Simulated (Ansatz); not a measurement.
**BaAg2As2: the band gap up the ladder of functionals**

The gap of the known phase of BaAg2As2 (I4/mmm) with 5 atoms a cell is computed at one geometry with PBE, r2SCAN.

The runs shown are made with Ansatz 0.2.0. PAW datasets, plane waves. Spin-unpolarised throughout; all numbers are computed.

### 1 The system as given

The cell was relaxed beforehand with r2SCAN.

The symmetry is I4/mmm (No. 139, tetragonal); a = 4.573 Å, c = 11.259 Å in the conventional setting, 23.55 Å³ an atom. Around Ba lie 8 As at 3.49 Å and 8 Ag at 3.63 Å; around Ag lie 4 As at 2.74 Å and 4 Ba at 3.63 Å; around As lie 1 As at 2.60 Å and 4 Ag at 2.74 Å and 4 Ba at 3.49 Å.

The structure in full:

```
Ba Ag As
1.0
    -2.28657    2.28657    5.62963
     2.28657   -2.28657    5.62963
     2.28657    2.28657   -5.62963
Ba Ag As
1 2 2
Cartesian
  0.0000 0.0000 0.0000
  0.0000 2.2866 2.8148
  2.2866 0.0000 2.8148
  0.0000 0.0000 4.3285
  0.0000 0.0000 6.9308
```

### 2 Band structure with PBE

The input, input.yaml:

```yaml
crystal:
  lattice:
    - [-2.2865684166, 2.2865684166, 5.6296301059]
    - [2.2865684166, -2.2865684166, 5.6296301059]
    - [2.2865684166, 2.2865684166, -5.6296301059]
  atoms:
    - { symbol: Ba, position: [0.0, 0.0, 0.0] }
    - { symbol: Ag, position: [0.75, 0.25, 0.5] }
    - { symbol: Ag, position: [0.25, 0.75, 0.5] }
    - { symbol: As, position: [0.3844396275, 0.3844396275, 0.0] }
    - { symbol: As, position: [0.6155603725, 0.6155603725, 0.0] }
kpoints:
  mp_grid: { grid: [8, 8, 8] }
  band_path:
    path:
      - [[0.0, 0.0, 0.0], [-3.877059243198e-18, 3.877059243198e-18, 0.5], [0.25, 0.25, 0.25], [3.230596195018e-17, 0.5, -3.230596195018e-17], [0.0, 0.0, 0.0], [0.5, 0.5, -0.5], [0.2912428518913, 0.7087571481087, -0.2912428518913]]
      - [[-0.2912428518913, 0.2912428518913, 0.2912428518913], [0.0, 0.0, 0.0]]
      - [[-3.877059243198e-18, 3.877059243198e-18, 0.5], [-0.08248570378262, 0.08248570378262, 0.5]]
      - [[0.5, 0.5, -0.08248570378262], [0.5, 0.5, -0.5]]
    npoints: 10
hamiltonian:
  xc: pbe
scf:
  occupations: { method: fermi_dirac, width: 0.02 }
  n_extra_bands: 5
output:
  forces: true
  stress: true
  eigenvalues: true
  write_density: true
  write_potential: true
  elf: true
  volumetric_format: npy
```

Launch:

```bash
$ ansatz run input.yaml --threads 2 --pin off --max-ram 20275MiB --backend cpu --events-out ev --progress --plain --runs-dir out
```

Further steps of the session: r2SCAN.

Before running it: what results should come out? Wanted: for each run, gap; kind; from PBE.

As calculated:

```
 level  gap (eV)     kind  from PBE (eV)
   PBE     -0.87  overlap              0
r2SCAN     -0.70  overlap          +0.17
```

Every level leaves the bands touching or overlapping. Spin-orbit coupling is left out, though the cell holds Ba (Z = 56).
